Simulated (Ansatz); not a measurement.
# SiAsH₄ (doublet): from Hartree-Fock to the top rungs, cc-pVTZ

How much of the correlation energy of SiAsH₄ (doublet) does each wave-function method recover here?

Method: cc-pVTZ, core rule «outside noble gas», up to 19 orbitals frozen; program: Ansatz 0.2.0, Gaussian basis.

Plan: UHF; CCSD(T) on ROHF; CCSD(T) on UHF; BCCD(T) on ROHF; CCSDT(Q) on ROHF; CCSDT(Q) on UHF.

5 further runs of the same task are left out: 5 set aside as unsound or not needed.

### 1 What is computed

The geometry is a PBE0/def2-TZVP stationary point (not a proven minimum). No spin-orbit coupling is included. The filled d shell of As may be among the frozen orbitals whatever the setting's name suggests; the logs give the count.

6 atoms, charge 0, spin multiplicity 2.

Atoms are counted from 1 here; the program's logs count them from 0.

Bond lengths: Si1–As2 2.356 Å, Si1–H3 1.492 Å, Si1–H4 1.492 Å, As2–H5 1.521 Å, As2–H6 1.521 Å. Angles: As2–Si1–H3 109.0°, As2–Si1–H4 109.0°, H3–Si1–H4 108.3°, Si1–As2–H5 93.9°, Si1–As2–H6 93.9°, H5–As2–H6 93.1°.

### 2 UHF

The input, in.yaml:

```yaml
crystal:
  periodic: [false, false, false]
  atoms:
    - {symbol: Si, position_ang: [-0.124629, 0.000001, 1.681959]}
    - {symbol: As, position_ang: [0.057778, 0.000000, -0.667422]}
    - {symbol: H, position_ang: [0.561776, -1.209969, 2.222531]}
    - {symbol: H, position_ang: [0.561775, 1.209971, 2.222530]}
    - {symbol: H, position_ang: [-0.972792, -1.104005, -0.850585]}
    - {symbol: H, position_ang: [-0.972793, 1.104003, -0.850586]}
basis:
  gaussian: {orbitals: cc-pVTZ}
magnetization: {spin_polarized: true, initial_magnetization: 1}
hamiltonian: {xc: hf}
output: {orbitals: {seedname: orbitals}}
```

Started as:

```bash
ansatz run in.yaml --threads 1 --pin off --events-out ev --progress --plain --max-ram 4096MiB --backend cpu
```

After this run come: CCSD(T) on ROHF; CCSD(T) on UHF; BCCD(T) on ROHF; CCSDT(Q) on ROHF; CCSDT(Q) on UHF.

**Question.** What will the summary of the whole plan be? Wanted: UCCSDT(Q) below the RHF energy; RMP2 from UCCSDT(Q); UMP2 from UCCSDT(Q); RCCSD from UCCSDT(Q); RCCSD(T) from UCCSDT(Q); UCCSD(T) from UCCSDT(Q); RCCSDT(Q) from UCCSDT(Q); T1 diagnostic.

As calculated:

```
                         quantity                      value
   UCCSDT(Q) below the RHF energy                 -8.4233 eV
              RMP2 from UCCSDT(Q)              +145.4 kJ/mol
              UMP2 from UCCSDT(Q)              +145.0 kJ/mol
             RCCSD from UCCSDT(Q)               +34.9 kJ/mol
          RCCSD(T) from UCCSDT(Q)                +5.3 kJ/mol
          UCCSD(T) from UCCSDT(Q)                +5.3 kJ/mol
         RCCSDT(Q) from UCCSDT(Q)                +0.2 kJ/mol
levels within 1 kcal/mol (43 meV)  RCCSDT, UCCSDT, RCCSDT(Q)
                    T1 diagnostic                      0.022
```

RCCSD(T) lands +5.3 kJ/mol from the yardstick (0.7 % of the correlation energy). These misses are within one basis, not against nature; the frozen cores of restricted and unrestricted runs differ, which can shift their rows.
